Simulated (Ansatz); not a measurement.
# LiBr+ (doublet): B2PLYP, RPA-PBE over a scan of the distance Br1–Li2, cc-pVDZ

How well do these functionals follow the top wave-function level for LiBr+ (doublet) over a scan of the distance Br1–Li2?

Program: Ansatz 0.2.0, Gaussian basis. Level of theory: cc-pVDZ, all electrons in the functionals, frozen cores in the correlation of double hybrids and RPA. These are calculated values, not measurements.

Plan: B2PLYP, RPA-PBE, at 2.045 Å; 2.257 Å; 2.512 Å; 2.737 Å; 3.009 Å; 3.463 Å; 4.070 Å; 4.597 Å; 5.634 Å; 6.806 Å; 8.570 Å.

67 further runs of the same task are left out: 52 for a known fault of the program, 10 that didn't finish, 5 set aside as unsound or not needed.

## Step 1: What is computed

The geometry derives from a PBE0/def2-TZVP stationary point (not a proven minimum). One bond is set to the value named and the two fragments are kept rigid. No spin-orbit coupling is included. The filled d shell of Br may be among the frozen orbitals whatever the setting's name suggests; the logs give the count.

2 atoms, charge 1, spin multiplicity 2.

Atoms are counted from 1 here; the program's logs count them from 0.

Bond lengths: Br1–Li2 2.512 Å.

No dispersion term is added.

The geometry shown and the zero of energy belong to the point 2.512 Å. The yardstick, FCI, and other wave-function levels (R restricted, U unrestricted, valence and pair active spaces) come from earlier runs.

## Step 2: B2PLYP, 2.045 Å

in.yaml

```yaml
crystal:
  periodic: [false, false, false]
  atoms:
    - {symbol: Br, position_ang: [0.000000, 0.000000, 0.000000]}
    - {symbol: Li, position_ang: [0.000000, 0.000000, 2.045000]}
basis:
  gaussian: {orbitals: cc-pVDZ}
total_charge: 1
magnetization: {spin_polarized: true, initial_magnetization: 1}
hamiltonian: {xc: {name: B2PLYP}}
correlation: {electrons: outside_noble_gas}
```

Launch:

```bash
ansatz run in.yaml --threads 1 --pin off --events-out ev --progress --plain --max-ram 2393MiB
```

After this run come: B2PLYP, 2.257 Å; B2PLYP, 2.512 Å; B2PLYP, 2.737 Å; B2PLYP, 3.009 Å; B2PLYP, 3.463 Å; B2PLYP, 4.070 Å; B2PLYP, 4.597 Å; B2PLYP, 5.634 Å; B2PLYP, 6.806 Å; B2PLYP, 8.570 Å; RPA-PBE, 2.045 Å; RPA-PBE, 2.257 Å; RPA-PBE, 2.512 Å; RPA-PBE, 2.737 Å; RPA-PBE, 3.009 Å; RPA-PBE, 3.463 Å; RPA-PBE, 4.070 Å; RPA-PBE, 4.597 Å; RPA-PBE, 5.634 Å; RPA-PBE, 6.806 Å; RPA-PBE, 8.570 Å.

Q: Predict the results of all the runs planned. Wanted: span of the FCI curve; largest miss, B2PLYP; largest miss, RPA-PBE.

The runs gave:

```
             quantity                   value
span of the FCI curve             73.1 kJ/mol
 largest miss, B2PLYP   -7.0 kJ/mol (2.045 Å)
largest miss, RPA-PBE  -10.6 kJ/mol (8.570 Å)
```

In words: Of the functionals, B2PLYP keep the smallest largest miss at the points compared (at most 7.0 kJ/mol) and RPA-PBE strays most (10.6 kJ/mol, at 8.570 Å). Functionals and the yardstick converge differently with the basis, so part of each miss in cc-pVDZ is the basis.
